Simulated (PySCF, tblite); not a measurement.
**AlBH7N3O2, a fragment of a glass network (2-ring): NMR shifts, core binding energies and electronic excitations**

Aim: the NMR shifts, core binding energies and electronic excitations of `NB1[O][Al-]([NH2])([NH2])[OH+]1`. It is drawn as: B3 Al, NH2 ends, O bridges.

Programs: tblite 0.8.0 and PySCF 2.14.0. All values are calculated, for the isolated system unless a continuum is named. Atoms count from 0, parts from 1.

### 1 Starting point

14 atoms, charge 0, multiplicity 1; geometry: distance geometry start.

### 2 Relaxing the cluster with GFN2-xTB

The job: settings as JSON, then the geometry in Å.

```
{"job": {"kind": "relax", "xc": "GFN2-xTB", "basis": "xTB"}, "charge": 0, "multiplicity": 1}
N      0.822248     1.693310     0.078964
B     -0.248284     0.647562     0.525253
O      0.362365    -0.778538     0.741920
Al    -0.947810    -1.355145    -0.500215
N     -0.206831    -1.926634    -2.141616
N     -2.272389    -2.453377     0.277677
O     -1.407159     0.498226    -0.484141
H      1.764824     1.331979    -0.098651
H      0.774777     2.595395     0.541790
H      0.554284    -2.554316    -2.117449
H     -0.214840    -1.255558    -2.943460
H     -2.543941    -2.251031     1.244094
H     -2.331345    -3.419348    -0.014738
H     -1.210505     0.969990    -1.310298
```

Method: GFN2-xTB geometry optimisation, gas phase.

Launch:

```console
OMP_NUM_THREADS=1 python cluster_run.py task.json out
```

The driver reads the jobs from task.json and runs them one after another.

**Question.** The jobs that follow are: PBE0-D3(BJ)/def2-SVP geometry optimisation, gas phase; GIAO PBE0/pcSseg-1 NMR shielding, non-relativistic, gas phase; delta-SCF UKS SCAN, pcX-2 on the ionised atom, pcseg-1 elsewhere, spin-free X2C; TDDFT CAM-B3LYP/def2-SVPD, vertical, gas phase, core orbitals frozen in the response. Predict: rotational constants (main isotopes); $^{1}$H shifts against TMS (PBE0/pcSseg-1, means over atoms taken as alike); $^{15}$N shifts against NH3 (PBE0/pcSseg-1, means over atoms taken as alike); $^{11}$B shifts against BF3·OEt2 (PBE0/pcSseg-1); $^{17}$O shifts against H2O (PBE0/pcSseg-1); $^{27}$Al shifts against AlH4- (PBE0/pcSseg-1); O1s binding energies, SCAN/pcX-2; N1s binding energies, SCAN/pcX-2 (standing for 1 of 3 atoms); B1s binding energies, SCAN/pcX-2; Al2p binding energies, SCAN/pcX-2; lowest singlet (CAM-B3LYP/def2-SVPD); brightest single state of those computed; lowest triplet; vertical ionisation energy (ΔSCF).

As calculated:

| quantity | value |
| --- | --- |
| rotational constants (main isotopes) | 3.89, 1.41, 1.28 GHz |
| $^{1}$H shifts against TMS (PBE0/pcSseg-1, means over atoms taken as alike) | 3.23, 2.08, 1.62, -0.54, -0.55, -0.56 ppm |
| $^{15}$N shifts against NH3 (PBE0/pcSseg-1, means over atoms taken as alike) | 43.9, -3.3 ppm |
| $^{11}$B shifts against BF3·OEt2 (PBE0/pcSseg-1) | 19.7 ppm |
| $^{17}$O shifts against H2O (PBE0/pcSseg-1) | 127.0, 79.2 ppm |
| $^{27}$Al shifts against AlH4- (PBE0/pcSseg-1) | 30.6 ppm |
| O1s binding energies, SCAN/pcX-2 | O6 539.63, O2 536.88 eV |
| N1s binding energies, SCAN/pcX-2 (standing for 1 of 3 atoms) | N0 405.29 eV |
| B1s binding energies, SCAN/pcX-2 | B1 197.51 eV |
| Al2p binding energies, SCAN/pcX-2 | Al3 79.68 eV |
| lowest singlet (CAM-B3LYP/def2-SVPD) | 5.47 eV (227 nm), f = 0.002 |
| brightest single state of those computed | state 2, 6.06 eV, f = 0.123 |
| lowest triplet | 5.22 eV |
| vertical ionisation energy (ΔSCF) | 8.73 eV |

In words: The start of the PBE0/def2-SVP relaxation was shaken at random by about 0.01 Å, so part of the energy gained, and of the first lengths quoted, undoes that. Relaxing lowered the energy by 0.206 eV in 9 steps; the close pair that moved most is B1–Al3, from 2.303 to 2.386 Å (PBE0/def2-SVP). No frequency check was run at this level, so the end point may be a saddle. At PBE0/pcSseg-1: The largest span, 149 ppm, is at O2, where the paramagnetic term is -187 ppm. At SCAN/pcX-2: O6 (donor oxygen of a Lewis adduct) binds its O1s electron 2.75 eV more tightly than O2 (oxygen bonded to Al, B, in a 4-membered ring). The lowest singlet, at 5.47 eV, is HOMO→LUMO 0.59, HOMO→LUMO+1 0.34 and is weak; of the 6 states computed, the strongest absorption comes from state 2 at 6.06 eV. The lowest triplet lies 0.25 eV below the lowest singlet (triplets in Tamm-Dancoff, singlets in full TDDFT). ΔSCF puts the ionisation energy at 8.73 eV, 0.88 eV above −ε(HOMO). A capped cluster stands for the solid here, so long-range fields and strain are missing, and bands or shifts of the capping hydrogens have no counterpart in it.
